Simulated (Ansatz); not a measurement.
# AsH3MgO: single points off equilibrium

A test off equilibrium: a structure displaced at random from a GFN2-xTB minimum is computed at several levels, and each is set against CCSD(T).

Program: Ansatz 0.2.0, Gaussian basis. Level of theory: single points in def2-TZVPP. These are calculated values, not measurements.

Cores are frozen in the correlated methods. Filled d shells of the heavier atoms are correlated. The outer core shell of Li, Na, Mg and K is correlated.

## Step 1: Starting geometry

SMILES `O[AsH][MgH]`, 6 atoms, charge 0, spin multiplicity 1.

Atoms are counted from 1 here; the program's logs count them from 0.

Bond lengths: O1–As2 1.866 Å, O1–H4 0.965 Å, As2–Mg3 2.506 Å, As2–H5 1.625 Å, Mg3–H6 1.847 Å. Angles: As2–O1–H4 115.8°, O1–As2–Mg3 81.2°, O1–As2–H5 97.8°, Mg3–As2–H5 87.5°, As2–Mg3–H6 114.6°.

As a file:

```mol
AsH3MgO
  3D, bonds by distance, orders not assigned

  6  5  0  0  0  0  0  0  0  0999 V2000
   -1.0215   -0.8187   -0.4451 O   0  0
    0.4655   -0.3003   -1.4457 As  0  0
    1.3443    0.2204    0.8425 Mg  0  0
   -1.0290   -0.5307    0.4760 H   0  0
    0.0978    1.2769   -1.5851 H   0  0
    0.0898    0.1034    2.1926 H   0  0
  1  2  8  0
  1  4  8  0
  2  3  8  0
  2  5  8  0
  3  6  8  0
M  END
```

## Step 2: CCSD(T)/def2-TZVPP

The input, run/in.yaml:

```yaml
crystal:
  periodic: [false, false, false]
  atoms:
    - {symbol: O, position_ang: [-1.021500, -0.818700, -0.445100]}
    - {symbol: As, position_ang: [0.465500, -0.300300, -1.445700]}
    - {symbol: Mg, position_ang: [1.344300, 0.220400, 0.842500]}
    - {symbol: H, position_ang: [-1.029000, -0.530700, 0.476000]}
    - {symbol: H, position_ang: [0.097800, 1.276900, -1.585100]}
    - {symbol: H, position_ang: [0.089800, 0.103400, 2.192600]}
basis:
  gaussian: {orbitals: def2-TZVPP}
correlation: {method: ccsd_t}
output: {forces: true}
```

No record of the launch command was kept for these runs.

## Step 3: PBE0-D4/def2-TZVPP

Changes to run/in.yaml since step 2:

```diff
@@ -11,3 +11,3 @@
   gaussian: {orbitals: def2-TZVPP}
-correlation: {method: ccsd_t}
-output: {forces: true}
+hamiltonian: {xc: pbe0, dispersion: d4}
+output: {forces: true, orbitals: {seedname: orbitals}}
```

## Step 4: wB97M-V/def2-TZVPP

Changes to run/in.yaml since step 3:

```diff
@@ -11,3 +11,3 @@
   gaussian: {orbitals: def2-TZVPP}
-hamiltonian: {xc: pbe0, dispersion: d4}
-output: {forces: true, orbitals: {seedname: orbitals}}
+hamiltonian: {xc: {name: wB97M-V}}
+output: {forces: true}
```

## Step 5: r2SCAN-D4/def2-TZVPP

Changes to run/in.yaml since step 4:

```diff
@@ -11,3 +11,3 @@
   gaussian: {orbitals: def2-TZVPP}
-hamiltonian: {xc: {name: wB97M-V}}
+hamiltonian: {xc: r2scan, dispersion: d4}
 output: {forces: true}
```

## Step 6: PBE-D4/def2-TZVPP

Changes to run/in.yaml since step 5:

```diff
@@ -11,3 +11,3 @@
   gaussian: {orbitals: def2-TZVPP}
-hamiltonian: {xc: r2scan, dispersion: d4}
+hamiltonian: {xc: pbe, dispersion: d4}
 output: {forces: true}
```

## Step 7: LC-wPBE/def2-TZVPP

Changes to run/in.yaml since step 6:

```diff
@@ -11,3 +11,3 @@
   gaussian: {orbitals: def2-TZVPP}
-hamiltonian: {xc: pbe, dispersion: d4}
+hamiltonian: {xc: {name: LC-wPBE}}
 output: {forces: true}
```

## Step 8: HSE06-D4/def2-TZVPP

Changes to run/in.yaml since step 7:

```diff
@@ -11,3 +11,3 @@
   gaussian: {orbitals: def2-TZVPP}
-hamiltonian: {xc: {name: LC-wPBE}}
+hamiltonian: {xc: hse06, dispersion: d4}
 output: {forces: true}
```

(Steps that only read results are left out.)

Before running it: what results should come out? Wanted: energy less free atoms, CCSD(T)/def2-TZVPP; RMS force component; RMS force error; HOMO and LUMO, PBE0-D4; T1 diagnostic.

As calculated:

| quantity | value |
| --- | --- |
| energy less free atoms, CCSD(T)/def2-TZVPP | -13.436 eV |
| RMS force component | 0.517 to 0.652 eV/Å over the methods |
| RMS force error | PBE0-D4 0.077, wB97M-V 0.070, r2SCAN-D4 0.072, PBE-D4 0.256, LC-wPBE 0.161, HSE06-D4 0.079 eV/Å |
| HOMO and LUMO, PBE0-D4 | -6.35 and -2.34 eV |
| T1 diagnostic | 0.013 |

**Reading.** Against CCSD(T) the functionals' energies less atoms differ by -1.048 to -0.293 eV, PBE-D4 by -1.048 eV. A larger basis would deepen the CCSD(T) value, while the functionals are nearly converged already, so the order here is not reliable. For forces wB97M-V does best and PBE-D4 worst. Frozen-core CCSD(T) forces in triple zeta carry basis errors of their own, and this is one geometry, so small gaps rank nothing.
